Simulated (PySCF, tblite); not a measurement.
# F₂GeH₇NSi₂, a small molecule taken as a stand-in for a surface group (Ge site with back bonds F, F, N([SiH3])[SiH3]): NMR shifts, core binding energies and electronic excitations, part 2 of 2

tblite 0.8.0 and PySCF 2.14.0. Atoms count from 0, parts from 1. Earlier steps stand in the parts before.

## Step 5: X-ray photoelectron lines: SCAN, X2C

The job: settings as JSON, then the geometry in Å.

```
{"job": {"kind": "xps", "holes": 5}, "charge": 0, "multiplicity": 1}
Ge    -0.799079     1.521001     0.411247
F     -1.784435     1.252133     1.806249
F     -1.965057     1.845004    -0.823070
N      0.064518    -0.009141    -0.003856
Si     1.820437    -0.072738    -0.088178
Si    -0.899114    -1.457638    -0.331724
H      0.091277     2.735544     0.629859
H      2.345060     1.278185     0.271876
H      2.352595    -1.091023     0.865601
H      2.272179    -0.433634    -1.465344
H     -0.481415    -2.553391     0.592659
H     -2.333234    -1.120786    -0.121926
H     -0.673058    -1.911825    -1.736083
```

With the program's defaults for keys left out, this is: delta-SCF UKS SCAN, pcX-2 on the ionised atom, pcseg-1 elsewhere, spin-free X2C.

Standard output:

```text
ground state, core basis on atom 1 (F), 171 functions
  cycle   1  E = -2932.76336336  |g| = 9.43e-01
  cycle   2  E = -2932.28696274  |g| = 1.92e+00
  cycle   3  E = -2932.91293317  |g| = 1.39e-01
  cycle   4  E = -2932.91458467  |g| = 1.11e-01
  cycle   5  E = -2932.91672149  |g| = 1.99e-02
  cycle   6  E = -2932.91683002  |g| = 6.09e-03
  cycle   7  E = -2932.91683808  |g| = 3.40e-03
  cycle   8  E = -2932.91683707  |g| = 8.28e-04
  cycle   9  E = -2932.91683979  |g| = 1.64e-04
  E(ground) = -2933.10693671 Eh
hole in F 1s of atom 1
  cycle   1  E = -2906.57953185  |g| = 2.59e+00
  cycle   2  E = -2906.29206955  |g| = 2.22e+00
  cycle   3  E = -2907.35265739  |g| = 5.41e-01
  cycle   4  E = -2907.32946636  |g| = 5.69e-01
  cycle   5  E = -2907.48630892  |g| = 8.78e-02
  cycle   6  E = -2907.48889835  |g| = 6.04e-02
  cycle   7  E = -2907.49019198  |g| = 1.89e-02
  cycle   8  E = -2907.49033287  |g| = 2.87e-03
  cycle   9  E = -2907.49033792  |g| = 6.03e-04
  cycle  10  E = -2907.49033759  |g| = 2.00e-04
  E(ion) = -2907.68790934 Eh   <S^2> = 0.7573   hole on atom = 1.000   binding energy = 691.687 eV
ground state, core basis on atom 2 (F), 171 functions
  cycle   1  E = -2932.91323843  |g| = 1.60e-01
  cycle   2  E = -2932.90696194  |g| = 2.29e-01
  cycle   3  E = -2932.91472861  |g| = 5.42e-02
  cycle   4  E = -2932.91516482  |g| = 1.26e-02
  cycle   5  E = -2932.91518976  |g| = 2.12e-03
  cycle   6  E = -2932.91519076  |g| = 3.75e-04
  E(ground) = -2933.10642223 Eh
hole in F 1s of atom 2
  cycle   1  E = -2906.57560758  |g| = 2.59e+00
  cycle   2  E = -2906.29789547  |g| = 2.22e+00
  cycle   3  E = -2907.35465523  |g| = 5.33e-01
  cycle   4  E = -2907.33233412  |g| = 5.62e-01
  cycle   5  E = -2907.48353199  |g| = 8.47e-02
  cycle   6  E = -2907.48600931  |g| = 5.66e-02
  cycle   7  E = -2907.48715710  |g| = 1.95e-02
  cycle   8  E = -2907.48730333  |g| = 2.98e-03
  cycle   9  E = -2907.48730856  |g| = 5.81e-04
  cycle  10  E = -2907.48730767  |g| = 1.97e-04
  E(ion) = -2907.68688913 Eh   <S^2> = 0.7571   hole on atom = 1.000   binding energy = 691.701 eV
ground state, core basis on atom 3 (N), 171 functions
  cycle   1  E = -2932.88916551  |g| = 1.23e-01
  cycle   2  E = -2932.88456224  |g| = 1.93e-01
  cycle   3  E = -2932.89058171  |g| = 2.92e-02
  cycle   4  E = -2932.89068636  |g| = 1.57e-02
  cycle   5  E = -2932.89073832  |g| = 1.68e-03
  cycle   6  E = -2932.89073321  |g| = 8.05e-04
  cycle   7  E = -2932.89073508  |g| = 1.27e-04
  E(ground) = -2933.07642519 Eh
hole in N 1s of atom 3
  cycle   1  E = -2917.28799932  |g| = 1.88e+00
  cycle   2  E = -2916.19325410  |g| = 2.32e+00
  cycle   3  E = -2917.91391925  |g| = 5.43e-01
  cycle   4  E = -2917.96548935  |g| = 4.25e-01
  cycle   5  E = -2918.02295950  |g| = 1.05e-01
  cycle   6  E = -2918.02716318  |g| = 1.02e-02
  cycle   7  E = -2918.02720492  |g| = 8.03e-03
  cycle   8  E = -2918.02722323  |g| = 3.06e-03
  cycle   9  E = -2918.02722990  |g| = 8.09e-04
  cycle  10  E = -2918.02722815  |g| = 1.33e-04
  E(ion) = -2918.21118901 Eh   <S^2> = 0.7681   hole on atom = 1.000   binding energy = 404.504 eV
ground state, core basis on atom 4 (Si), 182 functions
  cycle   1  E = -2932.96821998  |g| = 2.89e-01
  cycle   2  E = -2932.96775916  |g| = 7.01e-02
  cycle   3  E = -2932.96604560  |g| = 1.06e-01
  cycle   4  E = -2932.96857712  |g| = 1.78e-02
  cycle   5  E = -2932.96863585  |g| = 4.15e-03
  cycle   6  E = -2932.96864118  |g| = 6.72e-04
  cycle   7  E = -2932.96863841  |g| = 9.86e-05
  E(ground) = -2933.11536183 Eh
hole in Si 2p of atom 4
  cycle   1  E = -2928.67132192  |g| = 1.23e+00
  cycle   2  E = -2928.53781254  |g| = 1.09e+00
  cycle   3  E = -2928.95176044  |g| = 2.87e-01
  cycle   4  E = -2928.98762016  |g| = 1.38e-01
  cycle   5  E = -2928.99339206  |g| = 5.32e-02
  cycle   6  E = -2928.99470260  |g| = 6.71e-03
  cycle   7  E = -2928.99472383  |g| = 2.41e-03
  cycle   8  E = -2928.99472767  |g| = 1.32e-03
  cycle   9  E = -2928.99472880  |g| = 3.74e-04
  E(ion) = -2929.15243056 Eh   <S^2> = 0.7517   hole on atom = 1.002   binding energy = 107.837 eV
  2p3/2 = 107.603 eV   2p1/2 = 108.227 eV
ground state, core basis on atom 5 (Si), 182 functions
  cycle   1  E = -2932.96867993  |g| = 2.89e-01
  cycle   2  E = -2932.96879439  |g| = 4.39e-02
  cycle   3  E = -2932.96875684  |g| = 3.70e-02
  cycle   4  E = -2932.96896503  |g| = 1.79e-02
  cycle   5  E = -2932.96903632  |g| = 1.60e-03
  cycle   6  E = -2932.96903651  |g| = 1.94e-04
  E(ground) = -2933.11505646 Eh
hole in Si 2p of atom 5
  cycle   1  E = -2928.67715105  |g| = 1.23e+00
  cycle   2  E = -2928.56455589  |g| = 1.07e+00
  cycle   3  E = -2928.96716751  |g| = 2.38e-01
  cycle   4  E = -2928.99551877  |g| = 1.03e-01
  cycle   5  E = -2928.99839947  |g| = 5.93e-02
  cycle   6  E = -2929.00010701  |g| = 1.16e-02
  cycle   7  E = -2929.00014266  |g| = 8.11e-03
  cycle   8  E = -2929.00016305  |g| = 1.55e-03
  cycle   9  E = -2929.00016220  |g| = 1.62e-04
  E(ion) = -2929.15755896 Eh   <S^2> = 0.7517   hole on atom = 1.002   binding energy = 107.689 eV
  2p3/2 = 107.455 eV   2p1/2 = 108.079 eV
```

It took 69 s on 1 thread of Arm Neoverse N1, shared host; peak memory 0.69 GiB.

The holes in one table. −ε is the ground-state orbital energy:

| hole | stands for | environment | ΔSCF (eV; 2p as the shell's mean) | −ε (eV) | ⟨S²⟩ |
| --- | --- | --- | --- | --- | --- |
| F1s on F1 | F1 | fluorine bonded to Ge | 691.69 | 666.2 | 0.757 |
| F1s on F2 | F2 | fluorine bonded to Ge | 691.70 | 666.3 | 0.757 |
| N1s on N3 | N3 | nitrogen bonded to Ge, 2 Si | 404.50 | 386.4 | 0.768 |
| Si2p on Si4 | Si4 | silicon bonded to N, 3 H | 107.81 | 97.0 | 0.752 |
| Si2p on Si5 | Si5 | silicon bonded to N, 3 H | 107.66 | 96.8 | 0.752 |

With the spin-orbit splitting: Si4 2p3/2 107.60, 2p1/2 108.23 eV; Si5 2p3/2 107.45, 2p1/2 108.08 eV. The table gives each 2p level as the mean over the whole 2p shell (two parts 2p3/2, one part 2p1/2), which differs a little from the single hole in the log.

## Step 6: TDDFT and polarisability: CAM-B3LYP/def2-SVPD

The job, as its differences from that of step 5:

```diff
@@ -1,2 +1,2 @@
-{"job": {"kind": "xps", "holes": 5}, "charge": 0, "multiplicity": 1}
+{"job": {"kind": "uv", "xc": "CAM-B3LYP", "basis": "def2-SVPD", "nstates": 6, "ntriplets": 2, "ip": true}, "charge": 0, "multiplicity": 1}
 Ge    -0.799079     1.521001     0.411247
```

Level: TDDFT CAM-B3LYP/def2-SVPD, vertical, gas phase, core orbitals frozen in the response.

Standard output:

```text
coarse grid: 53264 points
cycle   1  E = -2914.0497146679  dE = -4.401e-01  |g| = 9.335e-01  |ddm| = 4.304e+00
cycle   2  E = -2913.9516859869  dE =  9.803e-02  |g| = 1.284e+00  |ddm| = 2.195e+00
cycle   3  E = -2914.1999051563  dE = -2.482e-01  |g| = 6.847e-02  |ddm| = 1.054e+00
cycle   4  E = -2914.2005709508  dE = -6.658e-04  |g| = 3.840e-02  |ddm| = 1.359e-01
cycle   5  E = -2914.2007765758  dE = -2.056e-04  |g| = 1.072e-02  |ddm| = 4.358e-02
cycle   6  E = -2914.2008020783  dE = -2.550e-05  |g| = 3.874e-03  |ddm| = 1.676e-02
cycle   7  E = -2914.2008049632  dE = -2.885e-06  |g| = 4.571e-04  |ddm| = 4.205e-03
final grid: 108696 points
cycle   8  E = -2914.2007818498  dE = -1.135e-07  |g| = 4.464e-04  |ddm| = 2.865e-03
cycle   9  E = -2914.2007818320  dE =  1.785e-08  |g| = 5.547e-04  |ddm| = 9.223e-04
cycle  10  E = -2914.2007818811  dE = -4.912e-08  |g| = 5.975e-05  |ddm| = 4.983e-04
cycle  11  E = -2914.2007818817  dE = -6.676e-10  |g| = 1.591e-05  |ddm| = 6.480e-05
converged SCF energy = -2914.2007818817

Static polarisability (au): isotropic 86.450, principal 75.796 90.965 92.588

Singlet excitations
state   eV       nm        f      main configurations
  1   6.5696    188.7   0.00832   H->L 0.95
  2   7.3506    168.7   0.01091   H->L+4 0.60, H->L+1 0.20, H->L+2 0.09
  3   7.5828    163.5   0.03299   H->L+2 0.85, H->L+4 0.09
  4   7.6946    161.1   0.01034   H->L+1 0.49, H->L+3 0.35
  5   7.9639    155.7   0.03843   H->L+3 0.51, H->L+1 0.22, H->L+4 0.18
  6   8.0209    154.6   0.00344   H->L+5 0.51, H-2->L 0.30

Triplet excitations (Tamm-Dancoff, eV): 6.1171 7.0288
Vertical ionisation energy (delta-SCF) = 10.2071 eV
```

It took 2 min on 1 thread of Arm Neoverse N1, shared host; peak memory 1.1 GiB.

Frontier orbitals and where they lie:

| orbital | eV | atoms |
| --- | --- | --- |
| HOMO−3 | -11.40 | Si4 29 %, H7 25 %, N3 15 % |
| HOMO−2 | -11.37 | Si5 23 %, Si4 20 %, H12 16 % |
| HOMO−1 | -11.24 | Si5 34 %, H11 28 %, N3 10 % |
| HOMO | -9.63 | N3 50 %, Si4 10 %, Si5 10 % |
| LUMO | 0.38 | Si5 17 %, Si4 16 %, Ge0 12 % |
| LUMO+1 | 0.92 | Si4 35 %, Ge0 12 %, H6 11 % |
| LUMO+2 | 0.97 | Ge0 30 %, Si4 17 %, H6 15 % |

With each of the 6 states as a Gaussian band of 0.4 eV half-width at 1/e, the curve within the window shown has maxima at 187 nm (ε 350), 160 nm (ε 3,000) L/(mol cm). Beyond the last state computed it falls off for lack of states. The curve at chosen wavelengths:

| nm | ε (L/mol/cm) |
| --- | --- |
| 149 | 863 |
| 151 | 1372 |
| 154 | 2173 |
| 156 | 2598 |
| 158 | 2864 |
| 161 | 2931 |
| 163 | 2771 |
| 165 | 2481 |
| 168 | 1898 |
| 170 | 1487 |
| 172 | 1113 |
| 175 | 685 |
| 177 | 504 |
| 179 | 398 |
| 181 | 350 |
| 184 | 341 |
| 186 | 349 |
| 188 | 351 |
| 191 | 329 |
| 193 | 297 |
| 195 | 256 |
| 198 | 187 |
| 200 | 143 |
| 202 | 105 |
| 205 | 61 |
| 207 | 41 |

Further results of this job:

| property | computed |
| --- | --- |
| dipole moment (D) | 2.76 |
| polarisability (Å³) | 12.81 |
| HOMO–LUMO gap (eV) | 10.01 |
| −ε(HOMO) (eV) | 9.63 |

## Step 7: Results

This closing draws on all 2 parts.

| quantity | value |
| --- | --- |
| point group | C1 |
| rotational constants (main isotopes) | 2.06, 1.12, 0.93 GHz |
| 1H shifts against TMS (PBE0/pcSseg-1) | 5.66, 5.11, 4.78, 4.77, 4.73, 4.73, 4.66 ppm |
| 73Ge shifts against GeMe4 (PBE0/pcSseg-1) | -8 ppm |
| 19F shifts against CFCl3 (PBE0/pcSseg-1) | -146.4, -147.5 ppm |
| 15N shifts against NH3 (PBE0/pcSseg-1) | 25.4 ppm |
| 29Si shifts against TMS (PBE0/pcSseg-1) | -46.9, -47.9 ppm |
| F1s binding energies, SCAN/pcX-2 | F2 691.70, F1 691.69 eV |
| Si2p binding energies, SCAN/pcX-2 | Si4 107.81, Si5 107.66 eV |
| N1s binding energies, SCAN/pcX-2 | N3 404.50 eV |
| lowest singlet (CAM-B3LYP/def2-SVPD) | 6.57 eV (189 nm), f = 0.008 |
| brightest single state of those computed | state 5, 7.96 eV, f = 0.038 |
| lowest triplet | 6.12 eV |
| vertical ionisation energy (ΔSCF) | 10.21 eV |

**Reading.** The start of the PBE0/def2-SVP relaxation was shaken at random by about 0.01 Å, so part of the energy gained, and of the first lengths quoted, undoes that. The optimisation took 13 steps and gained 0.227 eV; among the close pairs (by a distance rule), Si4–H9 changed most, from 1.442 to 1.494 Å (PBE0/def2-SVP). No frequency check was run at this level, so the end point may be a saddle. Hydrogens of an XH3 group are listed apart at this fixed geometry; free rotation makes them one line at their mean. At PBE0/pcSseg-1: The widest tensor belongs to Ge0: span 155 ppm, with a paramagnetic part of -1417 ppm. At SCAN/pcX-2: the F1s levels computed lie within 0.01 eV of one another, too close to rank. At SCAN/pcX-2: The Si2p levels kept as sound span 0.15 eV, from Si5 (silicon bonded to N, 3 H) up to Si4 (silicon bonded to N, 3 H). The lowest singlet, at 6.57 eV, is HOMO→LUMO 0.95 and is weak; of the 6 states computed, the strongest absorption comes from state 5 at 7.96 eV. The lowest triplet lies 0.45 eV below the lowest singlet (triplets in Tamm-Dancoff, singlets in full TDDFT). The orbital energy would give 9.63 eV for ionisation, ΔSCF gives 10.21 eV. Spin-orbit coupling is left out, which matters for shieldings and couplings at and beside the heavy atoms. A capped cluster stands for the solid here, so long-range fields and strain are missing, and bands or shifts of the capping hydrogens have no counterpart in it.
